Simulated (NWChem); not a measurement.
**BH3O3 (boric acid) at TPSSh/def2-TZVP**

What is the electronic atomisation energy of BH3O3 (boric acid) at TPSSh/def2-TZVP? 

The results are computed with NWChem 7.3.0.

### Step 1. Starting point

BH3O3 has 7 atoms, charge 0, and is taken as a singlet. SMILES: `OB(O)O`. The shape is that of a PBE0-D4/def2-TZVP optimisation. This is a higher conformer, about 20 kJ/mol above the lowest found by a separate search.

Bond lengths: O1–B2 1.367 Å, B2–O3 1.360 Å, B2–O4 1.376 Å, O1–H5 0.957 Å, O3–H6 0.959 Å, O4–H7 0.957 Å. Angles: O1–B2–O3 116.5°, O1–B2–O4 125.2°, O3–B2–O4 118.3°, B2–O1–H5 115.3°, B2–O3–H6 111.6°, B2–O4–H7 115.8°.

### Step 2. The energy at TPSSh/def2-TZVP (run 1)

Input file geom.nw:

```
start geom
memory stack 880 mb heap 220 mb global 1100 mb
geometry noautosym nocenter noautoz
  O    -1.109700    0.802600    0.321900
  B    -0.012200   -0.006800    0.228700
  O     0.501200   -0.469300    1.400100
  O     0.600700   -0.381300   -0.945400
  H    -1.457400    1.118600   -0.511500
  H     1.266800   -1.028200    1.254500
  H     0.210500   -0.035700   -1.748300
end
basis spherical bse
  * library def2-TZVP
end
dft
  xc xctpssh
  mult 1
  grid fine
  convergence energy 1e-08
  iterations 100
  mulliken
  print low
end
task dft energy
```

Command:

```bash
$ nwchem geom.nw > geom.out
```

Output:

```text
[...]
 d= 0,ls=0.0,diis     1   -252.4780455185 -3.69D+02  6.96D-03  1.05D+00     4.2
[...]
 d= 0,ls=0.0,diis    10   -252.5913439105 -4.61D-10  7.54D-08  5.25D-10    41.2
         Total DFT energy =     -252.591343910511
      One electron energy =     -577.140606099203
           Coulomb energy =      239.437667503462
    Exchange-Corr. energy =      -31.118048208049
 Nuclear repulsion energy =      116.229642893280
[...]
      Total Density - Mulliken Population Analysis
     ---------------------------------------------
    Atom       Charge   Shell Charges
 -----------   ------   -------------------------------------------------------
    1 O    8     8.43   0.79  1.18  0.59  0.90  0.29  1.92  1.91  0.83  0.00  0.02  0.00
    2 B    5     4.63   0.91  1.06  0.48  0.19  0.01  1.02  0.41  0.10  0.14  0.26  0.06
    3 O    8     8.43   0.79  1.18  0.59  0.90  0.29  1.92  1.91  0.82  0.00  0.02  0.00
    4 O    8     8.45   0.79  1.18  0.59  0.90  0.29  1.92  1.91  0.85  0.00  0.02  0.00
    5 H    1     0.69   0.26  0.34  0.04  0.05
    6 H    1     0.67   0.26  0.33  0.04  0.05
    7 H    1     0.69   0.26  0.34  0.04  0.05
[...]
```

Wall time 42 s (1 thread of INTEL XEON PLATINUM 8581C at 2.10GHz (Emerald Rapids), shared host); peak memory 0.12 GiB.

### Step 3. The B atom at the same level (run 2)

Input file run.nw:

```
echo
start run
title "B"
memory stack 880 mb heap 220 mb global 1100 mb

geometry units bohr noautosym nocenter noautoz
  B    0.00000000   0.00000000   0.00000000
end

basis spherical bse
  * library def2-TZVP
end

dft
  xc xctpssh
  mult 2
  grid fine
  convergence energy 1e-08
  maxiter 100
  mulliken
  noprint "final vectors analysis"
end

task dft energy
```

Command:

```bash
$ nwchem run.nw > run.out
```

Output:

```text
[...]
          Wavefunction type:  spin polarized.
          No. of atoms     :     1
          No. of electrons :     5
[...]
          Charge           :     0
          Spin multiplicity:     2
[...]
          AO basis - number of functions:    31
[...]
              XC Information
              --------------
                  TPSS hybrid Method XC Functional
                     Hartree-Fock (Exact) Exchange  0.100
                  TPSS metaGGA Exchange Functional  0.900
             TPSS03 metaGGA Correlation Functional  1.000
[...]
 d= 0,ls=0.0,diis     1    -24.6350596282 -2.46D+01  1.30D-02  2.60D-02     0.2
[...]
 d= 0,ls=0.0,diis     7    -24.6655579252 -7.02D-11  6.83D-08  5.86D-13     0.8
[...]
         Total DFT energy =      -24.665557925215
      One electron energy =      -32.402926589094
           Coulomb energy =       11.641647258006
    Exchange-Corr. energy =       -3.904278594127
 Nuclear repulsion energy =        0.000000000000
[...]
      Total Density - Mulliken Population Analysis
     ---------------------------------------------
    Atom       Charge   Shell Charges
 -----------   ------   -------------------------------------------------------
    1 B    5     5.00   0.93  1.05  0.74  1.05  0.24  0.38  0.44  0.18  0.00  0.00  0.00
     --------------------------------------------
      Spin Density - Mulliken Population Analysis
     --------------------------------------------
    Atom       Charge   Shell Charges
 -----------   ------   -------------------------------------------------------
    1 B    5     1.00  -0.00 -0.00  0.02  0.01 -0.03  0.38  0.44  0.18 -0.00 -0.00  0.00
[...]
      <S2> =      0.7552 (Exact =     0.7500)
[...]
```

Wall time 1.3 s (1 thread of INTEL XEON PLATINUM 8581C at 2.10GHz (Emerald Rapids), shared host); peak memory 0.1 GiB.

Run 3 isn't shown in full; the table further down has it.

### Step 4. The O atom (run 4)

Input file struct.nw:

```
start struct
memory stack 880 mb heap 220 mb global 1100 mb

geometry units atomic noautosym nocenter noautoz
 O   0.00000000  0.00000000  0.00000000
end

basis spherical bse
 * library def2-TZVP
end

dft
 xc xctpssh
 mult 3
 grid fine
 convergence energy 1e-08
 maxiter 100
 mulliken
 noprint "final vectors analysis"
end

task dft energy
```

Run the same way, it converges to -75.09934 Eh (log not shown).

### Step 5. All runs side by side

```tsv
run	level	partner	energy (Eh)	wall time
1	TPSSh/def2-TZVP	base	-252.591344	42 s
2	UTPSSh/def2-TZVP	atoms	-24.665558	1.3 s
3	UTPSSh/def2-TZVP	atoms	-0.499853	0.58 s
4	UTPSSh/def2-TZVP	atoms	-75.099343	1.1 s
```

### Step 6. Summary of results

Level: TPSSh/def2-TZVP.

```
                     quantity         value
         O atom: total energy  -75.09934 Eh
                 O atom: ⟨S²⟩         2.003
electronic atomisation energy     30.700 eV
```

Taking the molecule apart into free atoms costs 30.70 eV (2962 kJ/mol), before zero-point energy and without spin-orbit coupling. All runs together took 45 s, the longest 42 s.
